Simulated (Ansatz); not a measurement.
# CH₄ClF₂NOW: small, medium and large basis sets

The task here is to estimate one member of a computed series from the others.

The runs use Ansatz 0.2.0, Gaussian basis; one geometry, several basis sets.

Levels to be run: PBE0-D4/def2-SVP; ωB97M-V/def2-SVP; PBE0-D4/def2-QZVPP; ωB97M-V/def2-QZVPP; the functionals' def2-TZVPP values are taken from earlier runs.

## Structure used throughout

The geometry comes from an earlier relaxation with PBE0-D4 in a triple-zeta def2 set; it is a stationary point, not always the lowest conformer. W takes the def2 core potential; no spin-orbit term is included.

SMILES `C[N]=[W]([OH])([F])([F])[Cl]`, 11 atoms, charge 0, spin multiplicity 1.

Atoms are counted from 1 here; the program's logs count them from 0.

Bond lengths: C1–N2 1.407 Å, C1–H8 1.095 Å, C1–H9 1.096 Å, C1–H10 1.095 Å, N2–W3 1.744 Å, W3–O4 1.863 Å, W3–F5 1.855 Å, W3–F6 1.919 Å, W3–Cl7 2.285 Å, O4–H11 0.962 Å. Angles: N2–C1–H8 110.8°, N2–C1–H9 109.7°, N2–C1–H10 111.0°, H8–C1–H9 108.6°, H8–C1–H10 108.5°, H9–C1–H10 108.3°, C1–N2–W3 172.0°, N2–W3–O4 98.4°, N2–W3–F5 94.8°, N2–W3–F6 174.5°, N2–W3–Cl7 91.8°, O4–W3–F5 117.9°, O4–W3–F6 86.9°, O4–W3–Cl7 115.5°, F5–W3–F6 83.8°, F5–W3–Cl7 124.4°, F6–W3–Cl7 84.6°, W3–O4–H11 117.9°.

The first run:

File in.yaml:

```yaml
crystal:
  periodic: [false, false, false]
  atoms:
    - {symbol: C, position_ang: [0.962256, -1.566725, -0.607140]}
    - {symbol: N, position_ang: [0.237172, -0.410672, -0.264202]}
    - {symbol: W, position_ang: [-0.449121, 1.137613, 0.151892]}
    - {symbol: O, position_ang: [-1.808775, 0.539307, 1.276754]}
    - {symbol: F, position_ang: [-0.897618, 1.583487, -1.592056]}
    - {symbol: F, position_ang: [-1.050646, 2.917454, 0.542350]}
    - {symbol: Cl, position_ang: [1.476732, 1.789813, 1.195006]}
    - {symbol: H, position_ang: [0.998924, -1.693531, -1.694062]}
    - {symbol: H, position_ang: [1.988704, -1.484604, -0.230676]}
    - {symbol: H, position_ang: [0.506016, -2.460399, -0.167963]}
    - {symbol: H, position_ang: [-1.898045, -0.408642, 1.410598]}
basis:
  gaussian: {orbitals: def2-SVP}
hamiltonian: {xc: pbe0, dispersion: d4}
output: {orbitals: {seedname: orbitals}}
```

Launch:

```bash
$ ansatz run in.yaml --threads 4 --pin off --events-out ev --progress --plain --max-ram 11315MiB
```

Steps of the session up to this table: PBE0-D4 in def2-SVP; ωB97M-V in def2-SVP; PBE0-D4 in def2-QZVPP; ωB97M-V in def2-QZVPP.

One of the session's tables, all rows but one given; the rest of the session is left out.

It belongs to the step «Functionals by basis». 

```
functional       basis  HOMO (eV)  LUMO (eV)
   PBE0-D4    def2-SVP      -8.30      -2.06
   PBE0-D4  def2-TZVPP          ?          ?
   PBE0-D4  def2-QZVPP      -8.32      -2.12
   ωB97M-V    def2-SVP     -10.51       0.07
   ωB97M-V  def2-TZVPP     -10.52       0.02
   ωB97M-V  def2-QZVPP     -10.55      -0.04
```

**Question.** Estimate the row for PBE0-D4, def2-TZVPP.

**Answer.** HOMO (eV): -8.29; LUMO (eV): -2.07. In the column «HOMO (eV)» it is the highest.
